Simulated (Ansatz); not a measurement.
# C₂H₇GeNO: up Jacob's ladder to CCSD(T)

Aim: compute C₂H₇GeNO with functionals from several rungs and with coupled cluster. The yardstick is the atomisation energy at the CCSD(T) limit.

Computed with Ansatz 0.2.0, Gaussian basis. Level: functionals in def2-TZVPP, the program's frozen cores in correlated methods.

The runs, in order: PBE-D4, r2SCAN-D4, PBE0-D4, B3LYP-D4, ωB97X-V, ωB97M-V, B2PLYP; CCSD(T)/def2-TZVPP; MP2/def2-QZVPP; extrapolation to the limit.

**1. The geometry**

An earlier PBE0-D4 in a triple-zeta def2 set relaxation fixed the geometry.

12 atoms, charge 0, spin multiplicity 1.

Atoms are counted from 1 here; the program's logs count them from 0.

Bond lengths: C1–Ge2 2.005 Å, C1–H6 1.095 Å, C1–H7 1.092 Å, C1–H8 1.092 Å, Ge2–O3 2.165 Å, Ge2–H9 1.598 Å, O3–C4 1.227 Å, C4–N5 1.329 Å, C4–H10 1.099 Å, N5–H11 1.007 Å, N5–H12 1.004 Å. Angles: Ge2–C1–H6 107.7°, Ge2–C1–H7 111.6°, Ge2–C1–H8 112.3°, H6–C1–H7 107.8°, H6–C1–H8 107.8°, H7–C1–H8 109.5°, C1–Ge2–O3 91.3°, C1–Ge2–H9 94.9°, O3–Ge2–H9 88.1°, Ge2–O3–C4 116.5°, O3–C4–N5 123.0°, O3–C4–H10 121.1°, N5–C4–H10 115.9°, C4–N5–H11 119.7°, C4–N5–H12 120.9°, H11–N5–H12 119.4°.

Geometry (Å):

```xyz
12

C    -2.3044    0.6537   -0.1537
Ge   -1.2508   -0.9979   -0.5802
O     0.6155    0.0409   -0.2284
C     1.4724   -0.5717    0.4005
N     2.6724   -0.0681    0.6685
H    -3.2998    0.5383   -0.5964
H    -2.4306    0.7824    0.9233
H    -1.8535    1.5529   -0.5776
H    -1.0864   -0.6582   -2.1327
H     1.2825   -1.5858    0.7781
H     2.9102    0.8556    0.3446
H     3.3494   -0.5972    1.1879
```

**2. PBE-D4 (GGA)**

in.yaml

```yaml
crystal:
  periodic: [false, false, false]
  atoms:
    - {symbol: C, position_ang: [-2.304425, 0.653717, -0.153697]}
    - {symbol: Ge, position_ang: [-1.250839, -0.997888, -0.580207]}
    - {symbol: O, position_ang: [0.615533, 0.040881, -0.228355]}
    - {symbol: C, position_ang: [1.472363, -0.571688, 0.400517]}
    - {symbol: N, position_ang: [2.672448, -0.068131, 0.668512]}
    - {symbol: H, position_ang: [-3.299823, 0.538290, -0.596371]}
    - {symbol: H, position_ang: [-2.430561, 0.782405, 0.923301]}
    - {symbol: H, position_ang: [-1.853535, 1.552880, -0.577609]}
    - {symbol: H, position_ang: [-1.086380, -0.658194, -2.132668]}
    - {symbol: H, position_ang: [1.282507, -1.585838, 0.778056]}
    - {symbol: H, position_ang: [2.910213, 0.855554, 0.344602]}
    - {symbol: H, position_ang: [3.349398, -0.597187, 1.187920]}
basis:
  gaussian: {orbitals: def2-TZVPP}
hamiltonian: {xc: pbe, dispersion: d4}
output: {forces: true, orbitals: {seedname: orbitals}}
```

On the command line:

```console
ansatz run in.yaml --threads 4 --pin off --events-out ev --progress --plain --max-ram 10444MiB
```

After this run come: r2SCAN-D4 (meta-GGA); PBE0-D4 (hybrid); B3LYP-D4 (hybrid); ωB97X-V (range-separated); ωB97M-V (range-separated); B2PLYP (double hybrid); CCSD(T) in def2-TZVPP; MP2 in def2-QZVPP.

**Question.** What will the summary of the whole plan be? Wanted: atomisation energy, CCSD(T)/CBS; farthest; mean size of error, hybrid; mean size of error, range-separated; gap, smallest and largest; T1 diagnostic; triples share of the correlation energy.

The runs gave:

| quantity | value |
| --- | --- |
| atomisation energy, CCSD(T)/CBS | 1030.6 kcal/mol |
| functionals within 10.3 kcal/mol (1.0 %) | r2SCAN-D4, PBE0-D4, B3LYP-D4, ωB97X-V, ωB97M-V, B2PLYP |
| farthest | PBE-D4 (+27.6 kcal/mol) |
| mean size of error, hybrid | 2.6 kcal/mol |
| mean size of error, range-separated | 3.4 kcal/mol |
| gap, smallest and largest | 2.18 eV (PBE-D4), 8.90 eV (ωB97X-V) |
| T1 diagnostic | 0.0141 |
| triples share of the correlation energy | 3.9 % |

In words: PBE-D4 is off by +27.6 kcal/mol. Double hybrids carry the basis error of their MP2 part in triple zeta, and no dispersion term here, so their miss is partly the set-up's. The reference freezes the cores and leaves out relativity and excitations past (T), and its outer-core shells are covered unevenly, so misses under about 10.3 kcal/mol can't be ranked. Hartree-Fock recovers 69 % of the binding; the rest is correlation. The gap grows from 2.2 to 8.9 eV across the functionals, mostly with the share of exact exchange. Correlated methods include outer-core shells of Ge, which these sets cover unevenly.
